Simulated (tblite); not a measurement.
# C7H9Cl: the cost of one run

Programs: tblite 0.8.0 and PySCF 2.14.0. All values are calculated, for the isolated system unless a continuum is named. Atoms count from 0, parts from 1.

### Step 1. The system as given

17 atoms, charge 0, multiplicity 1; geometry: rigid parts in contact. Parts: 1 = atoms 0–11, `CC#CC1=CC1`, charge 0; 2 = atoms 12–16, `CCl`, charge 0.

### Step 2. Bringing the parts together with GFN2-xTB

What the job is given:

```
{"job": {"kind": "dock", "xc": "GFN2-xTB", "basis": "xTB"}, "charge": 0, "multiplicity": 1, "parts": [{"atoms": "0-11", "charge": 0, "multiplicity": 1}, {"atoms": "12-16", "charge": 0, "multiplicity": 1}]}
C     -2.816681     0.028856    -0.440722
C     -1.385425    -0.037390    -0.271474
C     -0.186707    -0.112664    -0.155076
C      1.176123    -0.156777     0.023900
C      2.375532    -0.597969    -0.254052
C      2.311153     0.416998     0.840241
H     -3.311173    -0.502076     0.373228
H     -3.106463    -0.427736    -1.387337
H     -3.146829     1.067969    -0.431577
H      3.019009    -1.220478    -0.823723
H      2.432656     0.106289     1.873375
H      2.638807     1.434978     0.653216
C      0.239435     1.009102    -3.310498
Cl     0.898353    -0.357038    -4.237097
H     -0.601785     1.418619    -3.860858
H     -0.080376     0.639618    -2.341257
H      1.022285     1.752649    -3.198175
```

Method: GFN2-xTB search for minima from random contacts, gas phase.

Command:

```
$ OMP_NUM_THREADS=1 python cluster_run.py task.json out
```

This one command runs all jobs of the session in turn.

**Question.** How long does this first job take on 1 thread of Arm Neoverse N1, shared host?

About 40 s.
